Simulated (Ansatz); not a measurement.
# NiTe2: the cost of one run

Method: reference: DFT, r2SCAN, plane waves, PAW, in Ansatz 0.2.0.

**1. Starting point**

Symmetry: Fm-3m, No. 225, cubic system. Conventional cell: a = 6.545 Å, b = 6.545 Å, c = 6.545 Å, α = 90.00°, β = 90.00°, γ = 90.00°. Ni (site symmetry m-3m) is surrounded by 8 Te at 2.83 Å. Te (site symmetry -43m) has 4 Ni at 2.83 Å as nearest neighbours.

As a file:

```cif
data_structure
_symmetry_space_group_name_H-M 'Fm-3m'
_symmetry_Int_Tables_number 225
_cell_length_a 6.5454
_cell_length_b 6.5454
_cell_length_c 6.5454
_cell_angle_alpha 90.000
_cell_angle_beta 90.000
_cell_angle_gamma 90.000
_cell_volume 280.42
loop_
_atom_site_label
_atom_site_type_symbol
_atom_site_symmetry_multiplicity
_atom_site_Wyckoff_symbol
_atom_site_fract_x
_atom_site_fract_y
_atom_site_fract_z
_atom_site_occupancy
Ni1 Ni 4 a 0.00000 0.00000 0.00000 1
Te1 Te 8 c 0.25000 0.75000 0.75000 1
```

**2. Baseline**

input.yaml

```yaml
crystal:
  lattice:
    - [0.0, 3.2727162563, 3.2727162563]
    - [3.2727162563, 0.0, 3.2727162563]
    - [3.2727162563, 3.2727162563, 0.0]
  atoms:
    - { symbol: Ni, position: [0.0, 0.0, 0.0] }
    - { symbol: Te, position: [0.25, 0.25, 0.25] }
    - { symbol: Te, position: [0.75, 0.75, 0.75] }
kpoints:
  mp_grid: { grid: [6, 6, 6] }
hamiltonian:
  xc: r2scan
scf:
  occupations: { method: fermi_dirac, width: 0.02 }
  n_extra_bands: 4
output:
  forces: true
  stress: true
  eigenvalues: true
```

The run is started by

```sh
$ ansatz run input.yaml --threads 4 --pin off --max-ram 3686MiB --backend cpu --events-out ev --progress --plain --runs-dir out
```

**Question.** How long does this run take on 4 threads of an Arm CPU, shared host, and how much memory does it need?

About 1.8 s, with a peak of 0.52 GiB.
